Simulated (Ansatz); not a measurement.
**BrCuH2O: small, medium and large basis sets**

How large a basis does BrCuH2O need? Two functionals are run in growing sets.

Method: one geometry, several basis sets; program: Ansatz 0.2.0, Gaussian basis.

Levels to be run: PBE0-D4/def2-SVP; ωB97M-V/def2-SVP; PBE0-D4/def2-QZVPP; ωB97M-V/def2-QZVPP; the functionals' def2-TZVPP values are taken from earlier runs.

### Step 1. The geometry

All runs share one geometry, relaxed beforehand with PBE0-D4 in a triple-zeta def2 set.

SMILES `[OH2+][Cu-][Br]`, 5 atoms, charge 0, spin multiplicity 1.

Atoms are counted from 1 here; the program's logs count them from 0.

Bond lengths: O1–Cu2 1.966 Å, O1–H4 0.962 Å, O1–H5 0.962 Å, Cu2–Br3 2.204 Å. Angles: Cu2–O1–H4 115.5°, Cu2–O1–H5 115.5°, H4–O1–H5 107.1°, O1–Cu2–Br3 179.2°.

### Step 2. PBE0-D4 in def2-SVP

in.yaml

```yaml
crystal:
  periodic: [false, false, false]
  atoms:
    - {symbol: O, position_ang: [-0.686613, 0.719323, -0.367679]}
    - {symbol: Cu, position_ang: [0.704461, -0.400792, 0.454093]}
    - {symbol: Br, position_ang: [2.253515, -1.680415, 1.359405]}
    - {symbol: H, position_ang: [-1.593442, 0.469798, -0.164126]}
    - {symbol: H, position_ang: [-0.628019, 0.818286, -1.323093]}
basis:
  gaussian: {orbitals: def2-SVP}
hamiltonian: {xc: pbe0, dispersion: d4}
output: {orbitals: {seedname: orbitals}}
```

Further steps of the session: ωB97M-V in def2-SVP; PBE0-D4 in def2-QZVPP; ωB97M-V in def2-QZVPP.

**Question.** What will the summary of the whole plan be? Wanted: PBE0-D4: double and triple zeta above quadruple; ωB97M-V: double and triple zeta above quadruple.

As calculated:

| quantity | value |
| --- | --- |
| PBE0-D4: double and triple zeta above quadruple | 20.55, 2.72 eV |
| ωB97M-V: double and triple zeta above quadruple | 20.47, 2.64 eV |

In words: PBE0-D4 gains 17.82 eV from double to triple zeta, then 2.72 eV more. These are total energies; as a rule much of such shifts cancels in differences, which this series doesn't test.
